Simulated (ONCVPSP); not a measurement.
**Pseudopotential generation for Ru: ONCV, LDA (Perdew-Wang 92)**

Aim: build the potential from the settings below, then test how well it stands in for the atom: other configurations, scattering, ghost states and the plane-wave cutoff that it needs.

Method: ONCVPSP 4.0.1.1 (patched build), LDA (Perdew-Wang 92), scalar-relativistic.

## 1. Starting point

The settings as typed:

```json
{
 "element": "ruthenium (Ru, Z = 44)",
 "type": "optimised norm-conserving Vanderbilt (ONCV)",
 "frozen core": "[Ar] 3d10 4s2",
 "valence charge": "14",
 "reference configuration": "4p6 4d7 5s1",
 "partial waves": "5s: rc 2.30 bohr, ncon 4, nbas 8, qcut 2.8 1/bohr, 3 projectors, debl 0.9 Ha; 4p: rc 1.20 bohr, ncon 5, nbas 9, qcut 6.9 1/bohr, 1 projector; 4d: rc 1.80 bohr, ncon 5, nbas 10, qcut 7.4 1/bohr, 2 projectors, debl 0.3 Ha; f scattering state at 0.39 Ha: rc 2.45 bohr, ncon 4, nbas 8, qcut 4.5 1/bohr, 2 projectors, debl 1.8 Ha",
 "local potential": "polynomial inside 1.15 bohr (lpopt 5, dvloc0 0 Ha)",
 "core correction": "Teter function, fcfact 1.75, rcfact 1.35"
}
```

The outer shells as boxes (Hund's rule for the drawing; the calculation is spin-unpolarised):

```
[Ar] core
3d [↑↓][↑↓][↑↓][↑↓][↑↓]
4s [↑↓]
4p [↑↓][↑↓][↑↓]
4d [↑↓][↑↓][↑ ][↑ ][↑ ]
5s [↑ ]
```

## 2. Generating the potential

Input file Ru.dat:

```
# ATOM AND REFERENCE CONFIGURATION
# atsym  z   nc   nv     iexc    psfile
  Ru 44.00    7    3  -001012      upf
#
#   n    l    f
    1    0    2.00
    2    0    2.00
    2    1    6.00
    3    0    2.00
    3    1    6.00
    3    2   10.00
    4    0    2.00
    4    1    6.00
    4    2    7.00
    5    0    1.00
#
# PSEUDOPOTENTIAL AND OPTIMIZATION
# lmax
    3
#
#   l,   rc,      ep,       ncon, nbas, qcut
    0    2.30    0.00    4    8    2.80
    1    1.20    0.00    5    9    6.90
    2    1.80    0.00    5   10    7.40
    3    2.45    0.39    4    8    4.50
#
# LOCAL POTENTIAL
# lloc, lpopt,  rc(5),   dvloc0
    4    5    1.15    0.00
#
# VANDERBILT-KLEINMAN-BYLANDER PROJECTORs
# l, nproj, debl
    0    3    0.90
    1    1    3.20
    2    2    0.30
    3    2    1.80
#
# MODEL CORE CHARGE
# icmod, fcfact, rcfact
    3    1.75    1.35
#
# LOG DERIVATIVE ANALYSIS
# epsh1, epsh2, depsh
   -3.00    5.00    0.02
#
# OUTPUT GRID
# rlmax, drl
    6.00    0.01
#
# TEST CONFIGURATIONS
# ncnf
    4
# nvcnf
#   n    l    f
    3
    4    1    6.00
    4    2    7.00
    5    0    0.00
#
    3
    4    1    6.00
    4    2    6.00
    5    0    0.00
#
    3
    4    1    6.00
    4    2    5.00
    5    0    0.00
#
    3
    4    1    6.00
    4    2    7.00
    5    0    0.50
#
```

Command:

```sh
$ oncvpsp.x < Ru.dat > Ru.out
```

What does the calculation give? Wanted: cutoffs for 1 and 0.1 mHa per electron, occupied waves; bound ghosts; GHOST(+) flags; largest test error; largest phase difference near zero energy, channels read; rms error of d²Exc/dn², without and with the model core.

**Answer**, as computed:

| quantity | value |
| --- | --- |
| cutoffs for 1 and 0.1 mHa per electron, occupied waves | 134 Ha and 175 Ha |
| bound ghosts | s at -328.21 eV, s at -65.26 eV, d at -197.90 eV |
| GHOST(+) flags | s at 262 eV, s at 588 eV, d at 2123 eV |
| largest test error (AE − PS) | +74 meV, for 4p6 4d5 5s0 |
| largest phase difference near zero energy, channels read | 0.007 rad |
| rms error of d²Exc/dn², without and with the model core | 3.82 and 2.56 mHa |

What this shows: A bound ghost (s, d) makes it unfit for use: electrons can fall into a state that the atom doesn't have. By total energies transferability is fair: the largest error is 74 meV on 56.9 eV, for 4p6 4d5 5s0. That test lies far up in energy; among those under 40 eV, nearer to bonding, the largest error is 22 meV. It counts as very hard, with 134 Ha needed at the looser tolerance. At the looser tolerance the 4p wave is the slowest; 4d needs 22 Ha. Near zero energy the phases of the channels with partial waves agree within 0.007 rad. The program also flags highly localised states, GHOST(+) (s, d). All of this concerns the isolated atom, not yet a solid.
